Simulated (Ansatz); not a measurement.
# CH₃BOS₂: one species, many methods

How much do the methods differ for CH₃BOS₂? The plan is to run it at one geometry with functionals of several rungs and with coupled cluster, and see how far each lands from CCSD(T) at the basis-set limit for the atomisation energy.

Method: functionals in def2-TZVPP, the program's frozen cores in correlated methods; program: Ansatz 0.2.0, Gaussian basis.

Plan: LDA (SPW92), PBE-D4, revPBE-D4, BLYP-D4, r2SCAN-D4, B97M-V, PBE0-D4, B3LYP-D4, r2SCANh-D4, r2SCAN0-D4, HSE06-D4, BHLYP-D4, CAM-B3LYP-D4, LC-ωPBE, ωB97X-V, ωB97M-V, B2PLYP, PBE-QIDH; CCSD(T)/def2-SVP; CCSD(T)/def2-TZVPP; MP2/def2-QZVPP; extrapolation to the limit; RPA on PBE.

### Step 1. The relaxed structure

All runs share one geometry, relaxed beforehand with PBE0-D4 in a triple-zeta def2 set.

SMILES `B1OCSS1`, 8 atoms, charge 0, spin multiplicity 1.

Atoms are counted from 1 here; the program's logs count them from 0.

Bond lengths: B1–O2 1.354 Å, B1–S5 1.804 Å, B1–H6 1.189 Å, O2–C3 1.411 Å, C3–S4 1.812 Å, C3–H7 1.094 Å, C3–H8 1.091 Å, S4–S5 2.082 Å. Angles: O2–B1–S5 116.8°, O2–B1–H6 121.2°, S5–B1–H6 122.0°, B1–O2–C3 116.2°, O2–C3–S4 110.2°, O2–C3–H7 108.6°, O2–C3–H8 109.6°, S4–C3–H7 110.5°, S4–C3–H8 107.6°, H7–C3–H8 110.3°, C3–S4–S5 92.7°, B1–S5–S4 92.0°.

Coordinates:

```
B    -0.44111    1.22960   -0.20446
O     0.08177    0.49813    0.80746
C     0.34447   -0.85936    0.52473
S     0.82913   -1.05593   -1.20998
S    -0.43862    0.47052   -1.84123
H    -0.90179    2.30865   -0.01150
H    -0.55650   -1.44120    0.73887
H     1.17464   -1.20741    1.14040
```

### Step 2. LDA

This LDA is Slater exchange with PW92 correlation.

File in.yaml:

```yaml
crystal:
  periodic: [false, false, false]
  atoms:
    - {symbol: B, position_ang: [-0.441106, 1.229603, -0.204456]}
    - {symbol: O, position_ang: [0.081774, 0.498132, 0.807459]}
    - {symbol: C, position_ang: [0.344471, -0.859357, 0.524734]}
    - {symbol: S, position_ang: [0.829127, -1.055930, -1.209978]}
    - {symbol: S, position_ang: [-0.438625, 0.470521, -1.841234]}
    - {symbol: H, position_ang: [-0.901787, 2.308646, -0.011497]}
    - {symbol: H, position_ang: [-0.556497, -1.441202, 0.738869]}
    - {symbol: H, position_ang: [1.174643, -1.207412, 1.140404]}
basis:
  gaussian: {orbitals: def2-TZVPP}
hamiltonian: {xc: lda}
output: {orbitals: {seedname: orbitals}}
```

Command:

```bash
$ ansatz run in.yaml --threads 2 --pin off --events-out ev --progress --plain --max-ram 4352MiB
```

After this run come: PBE-D4 (GGA); revPBE-D4 (GGA); BLYP-D4 (GGA); r2SCAN-D4 (meta-GGA); B97M-V (meta-GGA); PBE0-D4 (hybrid); B3LYP-D4 (hybrid); r2SCANh-D4 (hybrid); r2SCAN0-D4 (hybrid); HSE06-D4 (hybrid); BHLYP-D4 (hybrid); CAM-B3LYP-D4 (range-separated); LC-ωPBE (range-separated); ωB97X-V (range-separated); ωB97M-V (range-separated); B2PLYP (double hybrid); PBE-QIDH (double hybrid); CCSD(T) in def2-SVP; CCSD(T) in def2-TZVPP; MP2 in def2-QZVPP; RPA on PBE orbitals.

Q: Predict the results of all the runs planned. Wanted: atomisation energy, CCSD(T)/CBS; farthest beyond LDA; mean size of error, GGA; mean size of error, meta-GGA; mean size of error, hybrid; mean size of error, range-separated; mean size of error, double hybrid; gap, smallest and largest; T1 diagnostic.

As calculated:

| quantity | value |
| --- | --- |
| atomisation energy, CCSD(T)/CBS | 31.908 eV |
| functionals within 0.160 eV (0.5 %) | BLYP-D4, B3LYP-D4, CAM-B3LYP-D4, LC-ωPBE, PBE-QIDH |
| farthest beyond LDA | PBE-D4 (+1.326 eV) |
| mean size of error, GGA | 0.611 eV |
| mean size of error, meta-GGA | 0.443 eV |
| mean size of error, hybrid | 0.439 eV |
| mean size of error, range-separated | 0.190 eV |
| mean size of error, double hybrid | 0.203 eV |
| gap, smallest and largest | 2.97 eV (LDA (SPW92)), 10.18 eV (LC-ωPBE) |
| T1 diagnostic | 0.0153 |
| triples share of the correlation energy | 4.6 % |

LDA overbinds by 5.891 eV (18 %). PBE-D4 misses by +1.326 eV. Double hybrids carry the basis error of their MP2 part in triple zeta, and no dispersion term here, so their miss is partly the set-up's. Taken by rung, range-separated functionals do best (0.190 eV on average) and GGA ones worst beyond LDA (0.611 eV). The gap between the best rungs is small, so their order is not settled. The reference freezes the cores and leaves out relativity and excitations past (T), so misses under about 0.160 eV can't be ranked. Hartree-Fock recovers 70 % of the binding; the rest is correlation. CCSD(T) in def2-SVP is off by -2.125 eV, which most functionals beat. Orbital gaps span 3.0 to 10.2 eV; exact exchange widens them.
